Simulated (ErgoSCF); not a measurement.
**One shape, several levels: BH2Br (SMILES BBr)**

Aim: a comparison of 5 runs (HF/STO-3G, HF/3-21G, HF/pcseg-1, HF/def2-SVP, PBE0/def2-SVP) of BH2Br. 

The results are computed with ErgoSCF 3.8.

1 further run of the same task is left out (it didn't finish).

### 1 The structure to begin with

BH2Br has 4 atoms, charge 0, and is taken as a singlet. SMILES: `BBr`. The shape is that of a PBE0-D4/def2-TZVP optimisation.

Bond lengths: B1–Br2 1.891 Å, B1–H3 1.188 Å, B1–H4 1.188 Å. Angles: Br2–B1–H3 117.8°, Br2–B1–H4 117.8°, H3–B1–H4 124.3°.

### 2 A single-point energy at HF/STO-3G (run 1)

Input file ergo.in:

```
set_nthreads(1)
molecule_inline Angstrom
B       -0.153900       0.025000      -0.096900
Br       1.470100      -0.363400       0.790800
H       -1.111200      -0.617300       0.191700
H       -0.149500       0.895400      -0.905900
EOF
basis = "STO-3G"
tmpdir = "."
scf.output_mulliken_pop = 1
scf.use_diagonalization = 1
scf.max_number_of_iterations = 120
run "HF"
```

The basis set STO-3G is read from a file made from the Basis Set Exchange's data (not shown).

On the command line:

```sh
$ ergo ergo.in
```

Standard output:

```text
[...]
INSC SCF_general constructor, number of basis functions: 25
[...]
INSC Energy   1 =      -2492.24676747212
[...]
INDE E_LUMO =          0.21838864859
[...]
INSC Energy  10 =      -2570.21524441800  ( diff      0.000000000003638 )
[...]
RESC CONVERGED after  10 iterations.
RESC FINAL ENERGY:      -2570.21524441800
[...]
INSC SCF: dipole_moment_x [atomic units] =      -0.33134623
INSC SCF: dipole_moment_y [atomic units] =       0.07915746
INSC SCF: dipole_moment_z [atomic units] =      -0.18127877
[...]
```

Run time: 1.8 s. Hardware: 1 thread of Arm Neoverse V1, shared host; peak memory 0.26 GiB.

### 3 The energy at HF/3-21G (run 2)

Input file run.inp:

```
set_nthreads(1)
tmpdir = "."
scf.use_diagonalization = 1
charge = 0
basis = "3-21G"
scf.output_mulliken_pop = 1
scf.max_number_of_iterations = 120
molecule_inline
B     -0.29082885     0.04724315    -0.18311446
Br     2.77808638    -0.68672647     1.49439542
H     -2.09986367    -1.16652794     0.36226050
H     -0.28251406     1.69206077    -1.71190290
EOF
run "HF"
```

The basis set 3-21G is read from a file made from the Basis Set Exchange's data (not shown).

On the command line:

```sh
$ ergo run.inp
```

Standard output:

```text
[...]
INSC SCF_general constructor, number of basis functions: 35
[...]
INSC Energy   1 =      -1953.36915312226
[...]
INDE E_LUMO =          0.06605807059
[...]
INSC Energy  16 =      -2585.75327446963  ( diff      0.000000000000455 )
[...]
RESC CONVERGED after  16 iterations.
RESC FINAL ENERGY:      -2585.75327446963
[...]
INSC SCF: dipole_moment_x [atomic units] =      -0.38193753
INSC SCF: dipole_moment_y [atomic units] =       0.09129653
INSC SCF: dipole_moment_z [atomic units] =      -0.20890671
[...]
```

It took 3 s on 1 thread of Arm Neoverse V1, shared host; peak memory 0.26 GiB.

Runs 3 to 4 aren't shown in full; the table further down has their settings and results.

### 4 A single-point energy at PBE0/def2-SVP (run 5)

Input file input.ego:

```
set_nthreads("env")
basis = "def2-SVP"
scf.use_diagonalization = 1
scf.max_number_of_iterations = 120
scf.output_mulliken_pop = 1
XC.sparse_mode = 0
XC.radint = 1e-11
tmpdir = "."
XC.angint = 41
molecule_inline
B     -0.29082885     0.04724315    -0.18311446
Br     2.77808638    -0.68672647     1.49439542
H     -2.09986367    -1.16652794     0.36226050
H     -0.28251406     1.69206077    -1.71190290
EOF
run "PBE0"
```

The basis set def2-SVP is read from a file made from the Basis Set Exchange's data (not shown).

On the command line:

```sh
$ ergo input.ego
```

Standard output:

```text
[...]
INDF Weighted mixed functional:
[...]
INSC Energy   1 =      -1433.08622462274
[...]
INDE E_LUMO =         -0.07070505545
[...]
INSC Energy  16 =      -2599.54459283779  ( diff     -0.000000000002274 )
[...]
RESC CONVERGED after  16 iterations.
RESC FINAL ENERGY:      -2599.54459283779
[...]
INSC SCF: dipole_moment_x [atomic units] =      -0.15350872
INSC SCF: dipole_moment_y [atomic units] =       0.03668537
INSC SCF: dipole_moment_z [atomic units] =      -0.08400487
[...]
```

It took 17 s on 1 thread of Arm Neoverse V1, shared host; peak memory 0.26 GiB.

### 5 All runs side by side

| run | level | integration grid | radint | energy (Eh) | dipole moment (D) | wall time |
| --- | --- | --- | --- | --- | --- | --- |
| 1 | HF/STO-3G | – | – | -2570.215244 | 0.98 | 1.8 s |
| 2 | HF/3-21G | – | – | -2585.753274 | 1.13 | 3 s |
| 3 | HF/pcseg-1 | – | – | -2597.940171 | 1.08 | 17 s |
| 4 | HF/def2-SVP | – | – | -2597.945161 | 0.94 | 15 s |
| 5 | PBE0/def2-SVP | Turbo | 1e-11 | -2599.544593 | 0.45 | 17 s |

### 6 What came out

| quantity | value |
| --- | --- |
| run 5: total energy | -2599.54459 Eh |
| run 5: dipole moment | 0.45 D |

What this shows: The dipole moment (its size) runs from 0.45 D (PBE0/def2-SVP) to 1.13 D (HF/3-21G). The two ends differ in method and basis. In run 1 the basis is minimal, so the values are rough. All runs together took 53 s, the longest 17 s.
